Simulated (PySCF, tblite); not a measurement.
**C6H7BCl2S: geometry, infrared bands and NMR shifts**

What infrared bands and NMR shifts should C6H7BCl2S (`CC(=S)[C@]1(B(Cl)Cl)C=C1C`) show?

The runs use tblite 0.8.0 and PySCF 2.14.0, with density-fitted response routines of our own; the level of theory stands in each step. All values are computed, except where a source is named. Atoms are numbered from 0 throughout.

## (1) The starting structure

17 atoms, charge 0, multiplicity 1; geometry from: force field or distance geometry start.

Bonds of the start (Å): C0–C1 1.48, C1–S2 1.45, C1–C3 1.48, C3–B4 1.58, B4–Cl5 1.83, B4–Cl6 1.86, C3–C7 1.49, C7–C8 1.34, C8–C9 1.49, C8–C3 1.49, C0–H10 1.10, C0–H11 1.12, C0–H12 1.09, C7–H13 1.11, C9–H14 1.10, C9–H15 1.11, C9–H16 1.13.

## (2) Optimising the geometry with GFN2-xTB

Job settings and geometry (Å):

```
{"job": {"kind": "relax", "xc": "GFN2-xTB", "basis": "xTB"}, "charge": 0, "multiplicity": 1}
C     -2.393400    -0.506600     0.620700
C     -1.004300    -0.084000     0.929000
S     -0.590200    -0.140500     2.312300
C     -0.037300     0.366100    -0.095200
B     -0.115300     1.869400    -0.581700
Cl     0.663400     3.163600     0.457300
Cl    -1.600400     2.300700    -1.621300
C      0.225000    -0.694200    -1.113700
C      1.252100    -0.341500    -0.321400
C      2.691800    -0.638300    -0.062000
H     -3.141100    -0.048900     1.279900
H     -2.639000    -0.154500    -0.411000
H     -2.407700    -1.593700     0.612000
H     -0.167000    -1.319100    -1.939500
H      2.812800    -1.632200     0.394500
H      3.169000     0.152700     0.553900
H      3.274400    -0.686800    -1.023700
```

Command:

```bash
> OMP_NUM_THREADS=1 python probes_run.py task.json out
```

One launch serves the whole session: the jobs run in the order shown.

**Question.** This job is followed by: GFN2-xTB harmonic vibrations, gas phase; GIAO PBE0/pcSseg-1 NMR shielding, non-relativistic, gas phase. Predict these results of the whole session: strongest single infrared mode (GFN2-xTB); zero-point energy (GFN2-xTB); 13C shifts against TMS (PBE0/pcSseg-1); 1H shifts against TMS (PBE0/pcSseg-1, means over atoms taken as alike); 33S shifts against CS2 (PBE0/pcSseg-1); 11B shifts against BF3·OEt2 (PBE0/pcSseg-1); 35Cl shifts against HCl (PBE0/pcSseg-1, means over atoms taken as alike); surface potential, 1st and 99th percentile.

As calculated:

| quantity | value |
| --- | --- |
| strongest single infrared mode (GFN2-xTB) | 1258 cm⁻¹, 294 km/mol |
| zero-point energy (GFN2-xTB) | 70.7 kcal/mol |
| 13C shifts against TMS (PBE0/pcSseg-1) | 276.9, 119.1, 109.1, 55.8, 47.1, 11.0 ppm |
| 1H shifts against TMS (PBE0/pcSseg-1, means over atoms taken as alike) | 5.76, 3.59, 2.38 ppm |
| 33S shifts against CS2 (PBE0/pcSseg-1) | 921 ppm |
| 11B shifts against BF3·OEt2 (PBE0/pcSseg-1) | 57.0 ppm |
| 35Cl shifts against HCl (PBE0/pcSseg-1, means over atoms taken as alike) | 271 ppm |
| surface potential, 1st and 99th percentile | -1.05 V and 1.40 V |

Relaxing lowered the energy by 2.323 eV in 187 steps; the close pair that moved most is C1–S2, from 1.445 to 1.635 Å. All 45 modes are real, so the xTB geometry is a minimum. The strongest single mode, at 1258 cm⁻¹, moves mainly C1. GFN2-xTB is a fitted tight-binding method: band positions and strengths are rough. Its intensities can rank the bands wrongly. C1 (thiocarbonyl carbon) lies farthest downfield among carbon, at 276.9 ppm; low-lying n→π* states of the double bond to the heteroatom give a large paramagnetic term (-347 ppm). The most deshielded hydrogen is H13 (hydrogen on an alkene CH), at 5.76 ppm: attached to an sp2 carbon and in the plane of the double bond. At PBE0/pcSseg-1: The largest span, 2190 ppm, is at S2, where the paramagnetic term is -1476 ppm. By nearest atom (PBE0/pcSseg-1), the HOMO sits on S2 81 % and the LUMO on C1 36 %; S2 34 %.
